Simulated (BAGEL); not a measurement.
# CH3ClGaN (SMILES C#[N+][GaH2-][Cl]) at HF/def2-SVP (density fitting with qzvpp-jkfit)

What is the energy change on altering one bond length of CH3ClGaN at HF/def2-SVP (density fitting with qzvpp-jkfit)? 

The results are computed with BAGEL 1.2.2.

6 further runs of the same task are left out: 5 that didn't finish, 1 set aside as unsound or not needed.

**1. Starting point**

CH3ClGaN has 7 atoms, charge 0, and is taken as a singlet. As SMILES, `C#[N+][GaH2-][Cl]`. Geometry: a GFN2-xTB relaxation, a rough one for these elements and not checked as a minimum.

Bond lengths: C1–N2 1.140 Å, N2–Ga3 2.134 Å, Ga3–Cl4 2.077 Å, C1–H5 1.061 Å, Ga3–H6 1.552 Å, Ga3–H7 1.543 Å. Angles: C1–N2–Ga3 158.9°, N2–Ga3–Cl4 101.2°, N2–C1–H5 179.1°, N2–Ga3–H6 91.4°, N2–Ga3–H7 96.8°, Cl4–Ga3–H6 118.1°, Cl4–Ga3–H7 119.1°, H6–Ga3–H7 119.0°.

**2. The energy at HF/def2-SVP (density fitting with qzvpp-jkfit)**

input.json

```json
{ "bagel" : [

{
  "title" : "molecule",
  "basis" : "svp",
  "df_basis" : "qzvpp-jkfit",
  "angstrom" : true,
  "geometry" : [
    { "atom" : "C", "xyz" : [      -0.382180,      -1.021910,      -1.599270 ] },
    { "atom" : "N", "xyz" : [       0.131730,      -0.505680,      -0.721770 ] },
    { "atom" : "Ga", "xyz" : [       0.344300,       0.600600,       1.090150 ] },
    { "atom" : "Cl", "xyz" : [      -0.894170,       2.225660,       0.719320 ] },
    { "atom" : "H", "xyz" : [      -0.846010,      -1.508340,      -2.420390 ] },
    { "atom" : "H", "xyz" : [      -0.227690,      -0.578620,       1.920780 ] },
    { "atom" : "H", "xyz" : [       1.874010,       0.788290,       1.011180 ] }
  ]
},

{
  "title" : "hf"
},

{
  "title" : "print",
  "file" : "orbitals.molden",
  "orbitals" : true
}

]}
```

Run with:

```bash
$ BAGEL_NUM_THREADS=1 BAGEL input.json > input.out
```

The log of the run:

```text
* using 1 threads per process

  ===============================================================
  ===============================================================

  *** Geometry ***

  { "atom" : "C", "xyz" : [     -0.722216,     -1.931130,     -3.022182 ] },
  { "atom" : "N", "xyz" : [      0.248934,     -0.955597,     -1.363948 ] },
  { "atom" : "Ga", "xyz" : [      0.650633,      1.134970,      2.060085 ] },
  { "atom" : "Cl", "xyz" : [     -1.689736,      4.205888,      1.359318 ] },
  { "atom" : "H", "xyz" : [     -1.598727,     -2.850350,     -4.573874 ] },
  { "atom" : "H", "xyz" : [     -0.430272,     -1.093433,      3.629748 ] },
  { "atom" : "H", "xyz" : [      3.541366,      1.489652,      1.910853 ] },

  Number of auxiliary basis functions:      600

  Since a DF basis is specified, we compute 2- and 3-index integrals:
    o Being stored without compression. Storage requirement is 0.042 GB

  Number of basis functions:       93
  Number of electrons      :       64

    * METHOD: MOLECULE                             0.52

  *** RHF ***

  === Nuclear Repulsion ===
   313.0800426434

      * DIIS with orbital gradients will be used.

  === RHF iteration (svp) ===
      0      -2476.26695743          0.01228082           0.16
      1      -2476.32748401          0.00948331           0.19
      2      -2476.37124945          0.00154085           0.16
      3      -2476.37302537          0.00045823           0.16
      4      -2476.37318648          0.00011144           0.16
      5      -2476.37319501          0.00004106           0.16
      6      -2476.37319651          0.00001381           0.16
      7      -2476.37319676          0.00000464           0.16
      8      -2476.37319678          0.00000291           0.18
      9      -2476.37319679          0.00000145           0.17
     10      -2476.37319680          0.00000072           0.15
     11      -2476.37319680          0.00000027           0.15
     12      -2476.37319680          0.00000009           0.15
     13      -2476.37319680          0.00000003           0.15
     14      -2476.37319680          0.00000001           0.15
     15      -2476.37319680          0.00000001           0.15
    * SCF iteration converged.

    * Permanent dipole moment:
           (    0.399934,     1.688230,     2.020722) a.u.

    * METHOD: HF                                   2.93

    * METHOD: PRINT                                0.02

  ===============================================================
```

Wall time 3.9 s (1 thread of Intel Xeon Platinum 8259CL at 2.50GHz (Skylake/Cascade Lake), shared host); peak memory 0.18 GiB.

**3. The distorted shape**

hf.json

```json
{ "bagel" : [

{
  "title" : "molecule",
  "basis" : "svp",
  "df_basis" : "qzvpp-jkfit",
  "angstrom" : true,
  "geometry" : [
    { "atom" : "C", "xyz" : [      -0.637260,      -2.349425,      -3.773539 ] },
    { "atom" : "N", "xyz" : [      -0.123350,      -1.833195,      -2.896039 ] },
    { "atom" : "Ga", "xyz" : [       0.344300,       0.600600,       1.090150 ] },
    { "atom" : "Cl", "xyz" : [      -0.894170,       2.225660,       0.719320 ] },
    { "atom" : "H", "xyz" : [      -1.101090,      -2.835855,      -4.594659 ] },
    { "atom" : "H", "xyz" : [      -0.227690,      -0.578620,       1.920780 ] },
    { "atom" : "H", "xyz" : [       1.874010,       0.788290,       1.011180 ] }
  ]
},

{
  "title" : "hf"
},

{
  "title" : "print",
  "file" : "orbitals.molden",
  "orbitals" : true
}

]}
```

Run with:

```bash
$ BAGEL_NUM_THREADS=1 BAGEL hf.json > hf.out
```

The log of the run:

```text
* using 1 threads per process

  ===============================================================
  ===============================================================

  *** Geometry ***

  { "atom" : "C", "xyz" : [     -1.204247,     -4.439770,     -7.130955 ] },
  { "atom" : "N", "xyz" : [     -0.233098,     -3.464236,     -5.472721 ] },
  { "atom" : "Ga", "xyz" : [      0.650633,      1.134970,      2.060085 ] },
  { "atom" : "Cl", "xyz" : [     -1.689736,      4.205888,      1.359318 ] },
  { "atom" : "H", "xyz" : [     -2.080759,     -5.358989,     -8.682647 ] },
  { "atom" : "H", "xyz" : [     -0.430272,     -1.093433,      3.629748 ] },
  { "atom" : "H", "xyz" : [      3.541366,      1.489652,      1.910853 ] },

  Number of auxiliary basis functions:      600

  Since a DF basis is specified, we compute 2- and 3-index integrals:
    o Being stored without compression. Storage requirement is 0.042 GB

  Number of basis functions:       93
  Number of electrons      :       64

    * METHOD: MOLECULE                             0.58

  *** RHF ***

  === Nuclear Repulsion ===
   253.3048876829

      * DIIS with orbital gradients will be used.

  === RHF iteration (svp) ===
      0      -2476.23666844          0.01307485           0.17
      1      -2476.30630283          0.01006013           0.15
      2      -2476.35933207          0.00146690           0.15
      3      -2476.36108497          0.00046285           0.15
      4      -2476.36126501          0.00010762           0.15
      5      -2476.36127449          0.00004651           0.16
      6      -2476.36127628          0.00001427           0.17
      7      -2476.36127651          0.00000350           0.16
      8      -2476.36127652          0.00000204           0.15
      9      -2476.36127652          0.00000045           0.15
     10      -2476.36127652          0.00000014           0.15
     11      -2476.36127652          0.00000006           0.15
     12      -2476.36127652          0.00000003           0.16
     13      -2476.36127652          0.00000001           0.15
     14      -2476.36127652          0.00000001           0.15
    * SCF iteration converged.

    * Permanent dipole moment:
           (    0.264834,     1.171211,     1.232792) a.u.

    * METHOD: HF                                   2.91

    * METHOD: PRINT                                0.02

  ===============================================================
```

Wall time 3.9 s (1 thread of Intel Xeon Platinum 8259CL at 2.50GHz (Skylake/Cascade Lake), shared host); peak memory 0.17 GiB.

**4. Results**

Level: HF/def2-SVP (density fitting with qzvpp-jkfit).

```
                                                          quantity           value
                                         first shape: total energy  -2476.37320 Eh
                                        first shape: dipole moment          6.77 D
                                          first shape: HOMO energy       -10.38 eV
                                          first shape: LUMO energy         2.90 eV
                                        first shape: HOMO–LUMO gap        13.28 eV
                                     distorted shape: total energy  -2476.36128 Eh
                                    distorted shape: dipole moment          4.37 D
                                      distorted shape: HOMO energy       -11.14 eV
                                      distorted shape: LUMO energy         1.42 eV
                                    distorted shape: HOMO–LUMO gap        12.56 eV
energy change with the N2–Ga3 bond stretched from 2.134 to 4.694 Å        0.324 eV
```

In words: With the N2–Ga3 bond stretched from 2.134 to 4.694 Å the energy rises by 0.32 eV (7.5 kcal/mol). The first shape isn't relaxed at this level, so the change isn't measured from a minimum.
